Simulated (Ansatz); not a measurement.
# ClGe2H7N: the cost of one run

Program: Ansatz 0.2.0. Level of theory: UKS PBE/def2-SVP. These are calculated values, not measurements.

## 1. The structure to begin with

Bond lengths: Ge1–Cl2 2.470 Å, Ge1–Ge3 2.400 Å, Ge3–H4 1.550 Å, Ge3–H5 1.550 Å, Ge3–H6 1.550 Å, Ge1–H7 1.549 Å, Ge1–H8 1.549 Å, Cl2–N9 2.030 Å, N9–H10 1.060 Å, N9–H11 1.060 Å. Angles (14 of 16 angles, heavy atoms first): Ge1–Cl2–N9 180.0°, Cl2–Ge1–Ge3 109.4°, Cl2–Ge1–H7 109.5°, Cl2–Ge1–H8 109.5°, Ge3–Ge1–H7 109.5°, Ge3–Ge1–H8 109.5°, Ge1–Ge3–H4 109.5°, Ge1–Ge3–H5 109.5°, Ge1–Ge3–H6 109.5°, Cl2–N9–H10 120.0°, Cl2–N9–H11 120.0°, H7–Ge1–H8 109.5°, H4–Ge3–H5 109.4°, H4–Ge3–H6 109.4°.

Coordinates:

```xyz
11

Ge    0.0000    0.0000    0.0000
Cl    0.0000    0.0000    2.4700
Ge    2.2632    0.0000   -0.7992
H     2.7487   -1.4611   -0.9782
H     2.3309    0.7367   -2.1612
H     3.1736    0.7244    0.2250
H    -0.7300    1.2648   -0.5162
H    -0.7300   -1.2648   -0.5162
N     0.0000    0.0000    4.5000
H    -0.4960   -0.7725    5.0300
H     0.4960    0.7725    5.0300
```

## 2. Pulling towards end A

Springs on the bonds that form and break draw the guess towards this end; the thresholds are loose.

input.yaml reads:

```yaml
crystal:
  periodic: [false, false, false]
  atoms:
    - { symbol: Ge, position_ang: [0.0, 0.0, 0.0] }
    - { symbol: Cl, position_ang: [0.0, 0.0, 2.47] }
    - { symbol: Ge, position_ang: [2.2632, 0.0, -0.7992] }
    - { symbol: H, position_ang: [2.7487, -1.4611, -0.9782] }
    - { symbol: H, position_ang: [2.3309, 0.7367, -2.1612] }
    - { symbol: H, position_ang: [3.1736, 0.7244, 0.225] }
    - { symbol: H, position_ang: [-0.73, 1.2648, -0.5162] }
    - { symbol: H, position_ang: [-0.73, -1.2648, -0.5162] }
    - { symbol: "N", position_ang: [0.0, 0.0, 4.5] }
    - { symbol: H, position_ang: [-0.496, -0.7725, 5.03] }
    - { symbol: H, position_ang: [0.496, 0.7725, 5.03] }
magnetization:
  spin_polarized: true
  initial_magnetization: 1
basis:
  gaussian: { orbitals: def2-SVP }
hamiltonian:
  xc: pbe
relax:
  f_tol: 0.15
  max_steps: 25
  restrain:
    - { distance: [1, 8], at: 2.93, k: 30.0 }
    - { distance: [0, 1], at: 2.22, k: 30.0 }
output:
  orbitals: {}
```

The run is started by

```
> ansatz run input.yaml --threads 4 --pin off --max-ram 5120MiB --backend cpu --events-out ev --progress --plain --runs-dir out
```

Q: Estimate wall time and peak memory on 4 threads of Intel Xeon Platinum 8488C (Sapphire Rapids), shared host.

About 27 s, with a peak of 0.36 GiB.
